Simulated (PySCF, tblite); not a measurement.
# C₉H₈N₂Si: excited states, part 1 of 2

Wanted: excited states for C₉H₈N₂Si (`N#Cc1cc([SiH3])n2ccccc12`).

Programs: tblite 0.8.0 and PySCF 2.14.0, with routines of our own; each step states its level. All values are computed. Atoms count from 0.

### 1 The system as given

20 atoms, charge 0, multiplicity 1; geometry from: force field or distance geometry start.

### 2 Relaxing the molecule with GFN2-xTB

The job: settings as JSON, then the geometry in Å.

```
{"job": {"kind": "relax", "xc": "GFN2-xTB", "basis": "xTB"}, "charge": 0, "multiplicity": 1}
N     -0.053200     4.415700     0.285300
C     -0.215000     3.274900     0.190900
C     -0.383800     1.852700     0.098700
C     -1.622600     1.178800    -0.038500
C     -1.370100    -0.202500    -0.096800
Si    -2.635300    -1.611800    -0.282200
N      0.019200    -0.351100    -0.027700
C      0.792600    -1.522300    -0.047100
C      2.129400    -1.461200     0.041500
C      2.751200    -0.160300     0.171700
C      2.027200     0.971800     0.193200
C      0.602200     0.904900     0.099500
H     -2.611400     1.627600    -0.054000
H     -2.485200    -2.519600     0.882600
H     -3.999800    -1.024800    -0.326700
H     -2.337200    -2.356200    -1.514800
H      0.276900    -2.472200    -0.144000
H      2.745900    -2.351100     0.022300
H      3.837800    -0.122400     0.246000
H      2.526100     1.939800     0.296800
```

Run with:

```
$ OMP_NUM_THREADS=1 python excited_run.py task.json out
```

This one command runs all jobs of the session in turn.

The log of the run:

```text
step      E/eV     max force
  0    -840.45036    2.259
  1    -840.57418    1.225
  2    -840.59899    1.794
  3    -840.63055    0.862
  4    -840.65567    0.359
  5    -840.67000    0.208
  6    -840.67309    0.176
  7    -840.67767    0.158
  8    -840.68070    0.151
  9    -840.68275    0.096
 10    -840.68375    0.063
 11    -840.68443    0.065
 12    -840.68505    0.069
 13    -840.68572    0.056
 14    -840.68631    0.051
 15    -840.68677    0.048
 16    -840.68710    0.054
 17    -840.68734    0.035
 18    -840.68751    0.027
 19    -840.68764    0.023
 20    -840.68773    0.025
 21    -840.68780    0.018
 22    -840.68786    0.018
 23    -840.68792    0.019
 24    -840.68800    0.021
 25    -840.68809    0.022
 26    -840.68817    0.024
 27    -840.68825    0.025
 28    -840.68833    0.024
 29    -840.68843    0.029
 30    -840.68853    0.030
 31    -840.68861    0.018
 32    -840.68866    0.017
 33    -840.68869    0.014
 34    -840.68871    0.011
 35    -840.68873    0.009
```

Wall time 0.29 s (1 thread of Arm Neoverse V2, shared host).

Along the way: (not every step is listed)

| step | energy from step 0 (eV) | largest force (eV/Å) |
| --- | --- | --- |
| 0 | 0.0000 | 2.2592 |
| 1 | -0.1238 | 1.2253 |
| 2 | -0.1486 | 1.7936 |
| 3 | -0.1802 | 0.8619 |
| 4 | -0.2053 | 0.3593 |
| 5 | -0.2196 | 0.2076 |
| 6 | -0.2227 | 0.1760 |
| 7 | -0.2273 | 0.1578 |
| 8 | -0.2303 | 0.1513 |
| 10 | -0.2334 | 0.0630 |
| 12 | -0.2347 | 0.0694 |
| 14 | -0.2360 | 0.0515 |
| 16 | -0.2367 | 0.0537 |
| 18 | -0.2371 | 0.0272 |
| 20 | -0.2374 | 0.0254 |
| 22 | -0.2375 | 0.0176 |
| 24 | -0.2376 | 0.0210 |
| 26 | -0.2378 | 0.0236 |
| 28 | -0.2380 | 0.0237 |
| 30 | -0.2382 | 0.0297 |
| 31 | -0.2382 | 0.0181 |
| 32 | -0.2383 | 0.0173 |
| 33 | -0.2383 | 0.0136 |
| 34 | -0.2383 | 0.0108 |
| 35 | -0.2384 | 0.0095 |

Distances of close pairs at the start and the end, largest changes first:

| bond | before (Å) | after (Å) | change (Å) |
| --- | --- | --- | --- |
| N6–C7 | 1.404 | 1.355 | -0.048 |
| C1–C2 | 1.435 | 1.396 | -0.039 |
| C2–C11 | 1.368 | 1.404 | +0.036 |
| C8–C9 | 1.448 | 1.412 | -0.035 |
| C4–Si5 | 1.903 | 1.870 | -0.033 |
| C4–N6 | 1.399 | 1.368 | -0.031 |
| C10–C11 | 1.430 | 1.401 | -0.028 |
| Si5–H14 | 1.486 | 1.458 | -0.028 |

The end geometry stands in the next job.

### 3 Vibrational analysis with GFN2-xTB

The job: settings as JSON, then the geometry in Å.

```
{"job": {"kind": "ir", "xc": "GFN2-xTB", "basis": "xTB"}, "charge": 0, "multiplicity": 1}
N     -0.068771     4.375953     0.280900
C     -0.215398     3.239377     0.197411
C     -0.395280     1.858313     0.095186
C     -1.610477     1.164027    -0.028962
C     -1.350780    -0.192833    -0.101053
Si    -2.566921    -1.603158    -0.272257
N      0.006657    -0.346387    -0.021900
C      0.739866    -1.485982    -0.049415
C      2.095584    -1.430219     0.042931
C      2.751548    -0.185641     0.167535
C      2.017525     0.966557     0.195289
C      0.621633     0.890938     0.099108
H     -2.584199     1.613472    -0.063841
H     -2.428179    -2.510666     0.873043
H     -3.903267    -1.021884    -0.318781
H     -2.277246    -2.352195    -1.501112
H      0.190795    -2.409544    -0.146127
H      2.669971    -2.341718     0.020252
H      3.826651    -0.156589     0.239706
H      2.475143     1.938859     0.289052
```

The log of the run:

```text
mode    cm-1     km/mol
  1      89.9      1.36
  2     101.7      0.15
  3     105.8      5.02
  4     117.8      2.08
  5     152.8      0.37
  6     198.0      0.25
  7     263.0      2.48
  8     379.9      0.40
  9     389.4      1.15
 10     408.6     14.17
 11     476.7     18.16
 12     500.8      6.74
 13     507.3     25.85
 14     515.2     29.77
 15     566.9     29.63
 16     571.1     41.91
 17     591.7      0.54
 18     611.4     23.93
 19     685.9      0.21
 20     729.2      8.77
 21     764.3      3.11
 22     775.8    189.71
 23     776.6    119.33
 24     793.3    364.29
 25     802.8    221.41
 26     837.6      5.92
 27     858.1      0.05
 28     892.1      0.25
 29     912.9      0.05
 30     951.6     35.72
 31    1057.2      1.86
 32    1082.9     11.88
 33    1123.8     17.86
 34    1149.0      2.92
 35    1164.7      5.19
 36    1229.7      5.34
 37    1285.6     12.67
 38    1333.8     24.10
 39    1365.9     81.07
 40    1418.3      5.44
 41    1436.8     26.23
 42    1454.0     31.90
 43    1502.2    106.25
 44    1538.6     37.19
 45    1616.1      9.86
 46    2222.2    423.28
 47    2232.4    186.70
 48    2314.4    258.72
 49    2363.5    460.39
 50    3098.9      7.56
 51    3102.7      3.25
 52    3111.6     26.50
 53    3119.7     23.37
 54    3162.8     13.81
```

Run time: 0.87 s. Hardware: 1 thread of Arm Neoverse V2, shared host.

Which atoms move in the most intense modes:

| cm⁻¹ | km/mol | atoms |
| --- | --- | --- |
| 776 | 189.7 | H14 42 %, H13 16 %, H15 14 % |
| 777 | 119.3 | C3 19 %, C7 18 %, C10 18 % |
| 793 | 364.3 | H14 31 %, H15 22 %, H13 22 % |
| 803 | 221.4 | H15 47 %, H13 47 % |
| 2222 | 423.3 | H15 55 %, H13 41 % |
| 2232 | 186.7 | H13 56 %, H15 42 % |
| 2314 | 258.7 | H14 97 % |
| 2364 | 460.4 | C1 61 %, N0 38 % |

### 4 Excited states: TDA wB97X-D/def2-SVP

The job, as its differences from that of step 3:

```diff
@@ -1,2 +1,2 @@
-{"job": {"kind": "ir", "xc": "GFN2-xTB", "basis": "xTB"}, "charge": 0, "multiplicity": 1}
+{"job": {"kind": "states", "xc": "wB97X-D", "basis": "def2-SVP", "tda": true, "soc": true, "nstates": 6, "ntriplets": 4, "nquad": 4}, "charge": 0, "multiplicity": 1}
 N     -0.068771     4.375953     0.280900
```

Method: TDA wB97X-D/def2-SVP excited states, vertical, gas phase, spin-orbit mean-field couplings.

The log of the run:

```text
coarse grid: 18488 points
cycle   1  E = -745.9384873056  dE =  2.846e+00  |g| = 5.960e-01  |ddm| = 5.504e+00
cycle   2  E = -745.8791697257  dE =  5.932e-02  |g| = 8.544e-01  |ddm| = 1.467e+00
cycle   3  E = -746.0411228538  dE = -1.620e-01  |g| = 7.616e-02  |ddm| = 7.620e-01
cycle   4  E = -746.0419299967  dE = -8.071e-04  |g| = 6.553e-02  |ddm| = 1.765e-01
cycle   5  E = -746.0429734653  dE = -1.043e-03  |g| = 1.396e-02  |ddm| = 8.013e-02
cycle   6  E = -746.0430232641  dE = -4.980e-05  |g| = 3.717e-03  |ddm| = 1.976e-02
cycle   7  E = -746.0430288315  dE = -5.567e-06  |g| = 1.578e-03  |ddm| = 7.276e-03
final grid: 177760 points
cycle   8  E = -746.1494906286  dE = -1.038e-04  |g| = 7.430e-03  |ddm| = 6.855e-02
cycle   9  E = -746.1494835448  dE =  7.084e-06  |g| = 9.831e-03  |ddm| = 1.602e-02
cycle  10  E = -746.1495032835  dE = -1.974e-05  |g| = 1.115e-03  |ddm| = 8.301e-03
cycle  11  E = -746.1495035312  dE = -2.478e-07  |g| = 7.003e-04  |ddm| = 1.740e-03
cycle  12  E = -746.1495036661  dE = -1.349e-07  |g| = 1.896e-04  |ddm| = 9.603e-04
cycle  13  E = -746.1495036800  dE = -1.390e-08  |g| = 6.256e-05  |ddm| = 3.184e-04
cycle  14  E = -746.1495036849  dE = -4.918e-09  |g| = 2.718e-05  |ddm| = 2.311e-04
cycle  15  E = -746.1495036857  dE = -7.485e-10  |g| = 1.149e-05  |ddm| = 9.534e-05
converged SCF energy = -746.1495036857

Singlet excitations
state   eV       nm        f     d(h-e)  d(exc)  Lambda  PR(NTO)  |dmu|/D   mu/D   main configurations
  1   4.2975   288.5   0.10140   1.494   3.451   0.731   1.124    3.797    4.304   H->L 0.83, H->L+1 0.09
  2   4.8886   253.6   0.11098   0.401   3.274   0.739   1.740    0.790    5.146   H->L+1 0.57, H-1->L 0.29, H->L 0.09
  3   6.0074   206.4   0.12548   0.399   3.521   0.699   1.653    0.960    6.816   H->L+2 0.66, H-1->L 0.11, H-1->L+1 0.11
  4   6.2244   199.2   0.00028   0.685   3.543   0.347   1.118    2.418    7.844   H->L+3 0.49, H->L+5 0.26, H->L+4 0.14
  5   6.3019   196.7   0.90822   0.821   3.383   0.706   2.201                     H-1->L 0.46, H->L+1 0.22, H->L+2 0.15
  6   6.6762   185.7   0.00031   1.569   3.845   0.349   1.258                     H->L+3 0.42, H->L+5 0.40

Triplet excitations (Tamm-Dancoff)
state   eV     d(h-e)  d(exc)  Lambda  PR(NTO)   main configurations
  1   2.9910   0.667   3.117   0.728   1.086   H->L 0.91
  2   3.8283   0.612   3.134   0.762   1.157   H->L+1 0.91
  3   4.5013   0.482   3.001   0.705   1.233   H-1->L 0.73
  4   4.6836   0.227   3.074   0.705   2.072   H->L+2 0.55, H-1->L 0.17, H-1->L+1 0.16
S1 - T1 = 1.3064 eV

Spin-orbit couplings |<S|Hso|T>| (cm-1)
             T1       T2       T3       T4
S0        0.066    0.002    0.013    0.048
S1        0.024    0.071    0.008    0.007
S2        0.060    0.017    0.012    0.015
S3        0.012    0.030    0.044    0.020
S4        3.062    2.832    2.517    8.446
S5        0.057    0.024    0.021    0.070
S6        2.495    3.825    1.131    2.072
T1 sublevels (cm-1): 0.000 0.001 0.001   radiative rates (1/s): 0.000586 5.53e-05 0.00321
```

Run time: 74 s. Hardware: 1 thread of Arm Neoverse V2, shared host; peak memory 0.98 GiB.

From this job:

| quantity | value |
| --- | --- |
| S1 less T1 | 1.31 eV |

Orbitals, density, ELF and potential are computed afterwards from the orbital file.

Frontier orbitals at wB97X-D/def2-SVP, with the share of their density that lies nearest to each atom:

| orbital | energy (eV) | lies on |
| --- | --- | --- |
| HOMO | -7.79 | C2, C4 about 20 % each; N0 10 %; C7, C9, C10 about 9 % each |
| LUMO | 0.24 | C7, C9, C10 about 18 % each; N6 11 % |

ELF in a plane through or near 18 of the atoms.

Ten even steps from ' ' (0.00) to '@' (1.00):
```
                                                        
                    ..                                  
              ..++%%%%##==..                            
              ==%%@@**##**--..                          
              --##%%==**%%**::    ....                  
              ..--**%%==  ++..  **@@@@%%                
                  --++##@@**++++@@@@@@%%                
          ::####--    ----++%%====**==    ++@@**..      
          %%@@@@@@**++==**++..##@@##..  **@@@@@@@@..    
          ..##@@**++%%++::%%++++##--%%----@@@@@@@@::    
              --##==++--====**%%++%%++**##..@@##--      
        ..%%@@##  ..==..::%%%%::  ::..  ......          
        **@@@@@@++##**--%%##..@@**  ..----::..          
          %%@@==..==++--++==@@@@@@==                    
                ..@@@@@@##  ::@@%%..                    
                ::@@@@@@##                              
                  ..++--                                
                                                        
                                                        
                                                        
```
The map spans 13.2 Å across and 13.3 Å up, centred on the molecule. Atoms in the plane (x, y in Å): N0 (-1.6, 4.1), C1 (-1.1, 3.1), C2 (-0.4, 1.9), C3 (1.0, 1.7), C4 (1.3, 0.3), Si5 (3.0, -0.5), N6 (0.1, -0.3), C7 (-0.1, -1.7), C8 (-1.4, -2.1), C9 (-2.5, -1.2), C10 (-2.2, 0.1), C11 (-0.9, 0.6), H12 (1.8, 2.5), H14 (4.0, 0.6), H16 (0.8, -2.3), H17 (-1.6, -3.2), H18 (-3.5, -1.6), H19 (-3.0, 0.8).

log10 of the density (e/Å³) in the same plane.

Values, 10 rows by 14 columns:
```
-4.0 -4.0 -4.0 -4.0 -4.0 -4.0 -4.0 -4.0 -4.0 -4.0 -4.0 -4.0 -4.0 -4.0
-4.0 -4.0 -4.0 -3.4 -1.6 -0.8 -1.4 -2.7 -4.0 -4.0 -4.0 -4.0 -4.0 -4.0
-4.0 -4.0 -4.0 -2.7 -0.7  1.6  0.0 -1.5 -2.4 -2.5 -3.4 -4.0 -4.0 -4.0
-4.0 -4.0 -4.0 -2.9 -1.7 -0.4  0.3 -0.2  0.0 -0.4 -2.1 -2.9 -3.6 -4.0
-4.0 -4.0 -2.9 -0.9  0.0 -0.2  0.4 -0.3  0.3 -0.7 -0.9 -0.4 -1.8 -3.5
-4.0 -4.0 -2.8 -1.3  0.2  0.0 -0.1  1.5  0.0 -0.1  1.6 -0.5 -1.8 -3.4
-4.0 -3.6 -2.0 -0.1  0.1  0.3  0.3  0.4 -0.7 -1.2 -0.8 -1.5 -2.7 -4.0
-4.0 -4.0 -3.4 -2.5 -1.5  0.2 -0.6 -1.3 -1.5 -2.7 -2.7 -3.1 -4.0 -4.0
-4.0 -4.0 -4.0 -4.0 -2.9 -2.1 -2.5 -3.6 -4.0 -4.0 -4.0 -4.0 -4.0 -4.0
-4.0 -4.0 -4.0 -4.0 -4.0 -4.0 -4.0 -4.0 -4.0 -4.0 -4.0 -4.0 -4.0 -4.0
```
The map spans 13.2 Å across and 13.3 Å up, centred on the molecule. Atoms in the plane (x, y in Å): N0 (-1.6, 4.1), C1 (-1.1, 3.1), C2 (-0.4, 1.9), C3 (1.0, 1.7), C4 (1.3, 0.3), Si5 (3.0, -0.5), N6 (0.1, -0.3), C7 (-0.1, -1.7), C8 (-1.4, -2.1), C9 (-2.5, -1.2), C10 (-2.2, 0.1), C11 (-0.9, 0.6), H12 (1.8, 2.5), H14 (4.0, 0.6), H16 (0.8, -2.3), H17 (-1.6, -3.2), H18 (-3.5, -1.6), H19 (-3.0, 0.8).

On the surface of density 0.002 e/bohr³ the electrostatic potential runs, from the 1st to the 99th percentile, from -2.01 V near N0 to 1.54 V near H16.

### 5 Excited states: TDA wB97X-D/STO-3G

The job: settings as JSON, then the geometry in Å.

```
{"job": {"kind": "states", "xc": "wB97X-D", "basis": "STO-3G", "tda": true, "soc": true, "nstates": 4, "ntriplets": 4, "nquad": 4, "scf": {"max_cycle": 96}}, "charge": 0, "multiplicity": 1}
N     -0.075648     4.813548     0.308990
C     -0.236938     3.563315     0.217152
C     -0.434808     2.044144     0.104705
C     -1.771525     1.280430    -0.031858
C     -1.485858    -0.212116    -0.111158
Si    -2.823613    -1.763474    -0.299483
N      0.007323    -0.381026    -0.024090
C      0.813853    -1.634580    -0.054356
C      2.305142    -1.573241     0.047224
C      3.026703    -0.204205     0.184288
C      2.219278     1.063213     0.214818
C      0.683796     0.980032     0.109019
H     -2.842619     1.774819    -0.070225
H     -2.670997    -2.761733     0.960347
H     -4.293594    -1.124072    -0.350659
H     -2.504971    -2.587415    -1.651223
H      0.209875    -2.650498    -0.160740
H      2.936968    -2.575890     0.022277
H      4.209316    -0.172248     0.263677
H      2.722657     2.132745     0.317957
```

Method: TDA wB97X-D/STO-3G excited states, vertical, gas phase, spin-orbit mean-field couplings.

The log of the run:

```text
final grid: 177760 points
cycle   1  E = -737.2757870852  dE =  2.507e-01  |g| = 6.311e-01  |ddm| = 6.320e+00
cycle   2  E = -737.0340474976  dE =  2.417e-01  |g| = 1.178e+00  |ddm| = 1.859e+00
cycle   3  E = -737.4160280446  dE = -3.820e-01  |g| = 8.875e-02  |ddm| = 1.181e+00
cycle   4  E = -737.4181977021  dE = -2.170e-03  |g| = 5.200e-02  |ddm| = 1.831e-01
cycle   5  E = -737.4191768492  dE = -9.791e-04  |g| = 1.409e-02  |ddm| = 8.801e-02
cycle   6  E = -737.4192490217  dE = -7.217e-05  |g| = 4.694e-03  |ddm| = 2.387e-02
cycle   7  E = -737.4192608293  dE = -1.181e-05  |g| = 2.042e-03  |ddm| = 1.003e-02
cycle   8  E = -737.4192641723  dE = -3.343e-06  |g| = 9.479e-04  |ddm| = 5.957e-03
cycle   9  E = -737.4192648495  dE = -6.772e-07  |g| = 3.271e-04  |ddm| = 2.658e-03
cycle  10  E = -737.4192649674  dE = -1.179e-07  |g| = 1.385e-04  |ddm| = 1.304e-03
cycle  11  E = -737.4192649767  dE = -9.357e-09  |g| = 9.082e-05  |ddm| = 3.005e-04
cycle  12  E = -737.4192649827  dE = -5.925e-09  |g| = 3.279e-05  |ddm| = 3.095e-04
cycle  13  E = -737.4192649831  dE = -4.245e-10  |g| = 1.449e-05  |ddm| = 6.396e-05
converged SCF energy = -737.4192649831

Singlet excitations
state   eV       nm        f     d(h-e)  d(exc)  Lambda  PR(NTO)  |dmu|/D   mu/D   main configurations
  1   4.0519   306.0   0.07963   1.652   3.477   0.768   1.213    3.979    5.017   H->L 0.68, H->L+1 0.17
  2   4.7685   260.0   0.13117   0.464   3.318   0.762   1.746    0.736    6.317   H->L+1 0.38, H-1->L 0.31, H->L 0.20
  3   5.8290   212.7   0.15571   0.957   3.591   0.736   2.036    1.866    6.679   H->L+2 0.33, H-1->L 0.25, H->L+1 0.18
  4   5.9463   208.5   0.00012   1.417   3.193   0.353   1.089    4.424   10.311   H->L+3 0.73, H-2->L+3 0.13

Triplet excitations (Tamm-Dancoff)
state   eV     d(h-e)  d(exc)  Lambda  PR(NTO)   main configurations
  1   2.2421   0.519   2.962   0.765   1.242   H->L 0.81
  2   3.0718   0.620   2.904   0.809   1.383   H->L+1 0.81
  3   3.8156   0.287   2.862   0.731   1.425   H-1->L 0.45, H-1->L+1 0.17, H->L+2 0.09
  4   4.0738   0.318   2.988   0.734   2.033   H-1->L 0.35, H->L+2 0.27, H-1->L+1 0.21
S1 - T1 = 1.8098 eV

Spin-orbit couplings |<S|Hso|T>| (cm-1)
             T1       T2       T3       T4
S0        0.010    0.003    0.005    0.024
S1        0.005    0.005    0.002    0.007
S2        0.009    0.001    0.005    0.009
S3        0.005    0.004    0.004    0.005
S4        3.362    3.203    2.370    6.225
T1 sublevels (cm-1): 0.000 0.000 0.000   radiative rates (1/s): 0.000127 9.3e-08 6.66e-06
```

It took 15 s on 1 thread of Arm Neoverse V2, shared host; peak memory 0.61 GiB.

A normal end doesn't make this result sound: all coordinates were scaled by 1.1; the basis STO-3G is minimal.

### 6 Excited states: TDA HF/def2-SVP

The job: settings as JSON, then the geometry in Å.

```
{"job": {"kind": "states", "xc": "HF", "basis": "def2-SVP", "tda": true, "soc": true, "nstates": 6, "ntriplets": 4, "nquad": 4}, "charge": 0, "multiplicity": 1}
N     -0.068771     4.375953     0.280900
C     -0.215398     3.239377     0.197411
C     -0.395280     1.858313     0.095186
C     -1.610477     1.164027    -0.028962
C     -1.350780    -0.192833    -0.101053
Si    -2.566921    -1.603158    -0.272257
N      0.006657    -0.346387    -0.021900
C      0.739866    -1.485982    -0.049415
C      2.095584    -1.430219     0.042931
C      2.751548    -0.185641     0.167535
C      2.017525     0.966557     0.195289
C      0.621633     0.890938     0.099108
H     -2.584199     1.613472    -0.063841
H     -2.428179    -2.510666     0.873043
H     -3.903267    -1.021884    -0.318781
H     -2.277246    -2.352195    -1.501112
H      0.190795    -2.409544    -0.146127
H      2.669971    -2.341718     0.020252
H      3.826651    -0.156589     0.239706
H      2.475143     1.938859     0.289052
```

With the program's defaults for keys left out, this is: TDA HF/def2-SVP excited states, vertical, gas phase, spin-orbit mean-field couplings.

The log of the run:

```text
final grid: 177760 points
cycle   1  E = -742.6328633879  dE =  3.891e+00  |g| = 7.867e-01  |ddm| = 5.229e+00
cycle   2  E = -742.7803430210  dE = -1.475e-01  |g| = 5.467e-01  |ddm| = 1.384e+00
cycle   3  E = -742.8464561703  dE = -6.611e-02  |g| = 1.335e-01  |ddm| = 6.974e-01
cycle   4  E = -742.8523604677  dE = -5.904e-03  |g| = 4.033e-02  |ddm| = 2.593e-01
cycle   5  E = -742.8528327367  dE = -4.723e-04  |g| = 1.311e-02  |ddm| = 6.124e-02
cycle   6  E = -742.8529065563  dE = -7.382e-05  |g| = 4.959e-03  |ddm| = 2.632e-02
cycle   7  E = -742.8529272362  dE = -2.068e-05  |g| = 2.402e-03  |ddm| = 1.253e-02
cycle   8  E = -742.8529331839  dE = -5.948e-06  |g| = 9.678e-04  |ddm| = 7.120e-03
cycle   9  E = -742.8529346217  dE = -1.438e-06  |g| = 4.536e-04  |ddm| = 3.631e-03
cycle  10  E = -742.8529348641  dE = -2.424e-07  |g| = 1.840e-04  |ddm| = 1.544e-03
cycle  11  E = -742.8529349048  dE = -4.072e-08  |g| = 6.656e-05  |ddm| = 7.007e-04
cycle  12  E = -742.8529349101  dE = -5.293e-09  |g| = 2.918e-05  |ddm| = 2.256e-04
cycle  13  E = -742.8529349110  dE = -9.506e-10  |g| = 1.264e-05  |ddm| = 9.395e-05
converged SCF energy = -742.8529349110

Singlet excitations
state   eV       nm        f     d(h-e)  d(exc)  Lambda  PR(NTO)  |dmu|/D   mu/D   main configurations
  1   4.8816   254.0   0.20202   0.892   3.205   0.740   1.244    2.809    4.943   H->L 0.88
  2   5.5024   225.3   0.08165   0.435   3.184   0.728   1.753    1.411    5.171   H->L+1 0.69, H-1->L 0.25
  3   6.6643   186.0   0.00010   0.426   2.646   0.356   1.126    1.783    8.046   H->L+6 0.33, H-2->L+6 0.17
  4   6.7051   184.9   0.29845   0.197   3.012   0.674   2.093    0.698    6.966   H->L+3 0.48, H-1->L 0.21
  5   7.0378   176.2   1.07039   0.323   3.168   0.690   2.283                     H-1->L 0.42, H->L+3 0.28, H->L+1 0.14
  6   7.4078   167.4   0.38167   0.857   3.183   0.779   1.757                     H-1->L+1 0.67, H-2->L 0.12

Triplet excitations (Tamm-Dancoff)
state   eV     d(h-e)  d(exc)  Lambda  PR(NTO)   main configurations
  1   2.7232   0.395   2.787   0.735   1.359   H->L 0.72
  2   3.7860   0.428   2.834   0.723   1.634   H->L+1 0.70
  3   4.5032   0.297   2.748   0.716   1.843   H-1->L+1 0.31, H->L+3 0.29, H-1->L 0.09
  4   4.8779   0.236   2.813   0.696   1.976   H-1->L 0.51, H->L+3 0.14, H-4->L 0.08
S1 - T1 = 2.1583 eV

Spin-orbit couplings |<S|Hso|T>| (cm-1)
             T1       T2       T3       T4
S0        0.064    0.035    0.048    0.010
S1        0.000    0.068    0.007    0.007
S2        0.066    0.017    0.027    0.024
S3        2.096    3.121    4.405    5.462
S4        0.024    0.034    0.063    0.046
S5        0.035    0.020    0.075    0.037
S6        0.013    0.017    0.042    0.074
T1 sublevels (cm-1): 0.000 0.000 0.000   radiative rates (1/s): 5.08e-05 4.16e-07 0.00102
```

It took 28 s on 1 thread of Arm Neoverse V2, shared host; peak memory 0.83 GiB.

In short:

| quantity | value |
| --- | --- |
| S1 less T1 | 2.16 eV |

(Continued in part 2 of 2.)
